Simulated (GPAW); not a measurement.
Runs of GPAW 26.7.0 on Ta3AsAu2O13. Symmetry: P-6, No. 174, hexagonal system. Conventional cell: a = 5.452 Å, b = 5.452 Å, c = 9.579 Å, α = 90.00°, β = 90.00°, γ = 120.00°. Ta (site symmetry 3) has 4 O at 1.86 to 2.04 Å as nearest neighbours. Ta (site symmetry -6) is surrounded by 6 O at 2.05 Å. Around As (site symmetry -6) lie 6 O at 1.91 Å. Au (site symmetry 3) is surrounded by 6 O at 2.15 to 2.34 Å. O (site symmetry -6) is surrounded by 2 Ta at 1.86 Å. O (site symmetry 1) is surrounded by 1 As at 1.91 Å and 1 Ta at 2.14 Å and 1 Au at 2.15 Å. Around O (site symmetry 1) lie 2 Ta at 2.04 to 2.05 Å and 1 Au at 2.34 Å. The cell was built by a generator and needn't be a form met in nature.

```csv
level,potentials or basis,eigensolver,pressure (GPa),largest force (eV/Å)
revPBE,"the program's PAW data sets (release 1.2.1) made for this functional, pw",-,(a),0.51
BLYP,"PAW data sets generated in the run's folder for this functional, pw",davidson,(c),0.25
r2SCAN,"GPAW PAW data sets (gpaw-data 1.2.1), pw",-,-4.8,0.29
AM05,"PAW data sets generated in the run's folder for this functional, pw",-,(b),0.31
PW91,"PAW data sets generated in the run's folder for this functional, pw",-,0.5,0.28
```

Alike in all rows: task band structure; no spin polarisation; cell as given; k mesh 4 × 4 × 2; cutoff (eV) 800; smearing fermi-dirac 0.05 eV.

Q: Fill in the values left out.

A: (a) 4.6; (b) -4.4; (c) 5.4.

Caveats: with this Au data set, volumes or pressures lay over 1.5 % or 2 GPa off other programs in two to four cells of ten; the PAW data sets were made with another functional, which shifts forces and pressure a little (some runs).

Runs at the PBE level aren't shown here.
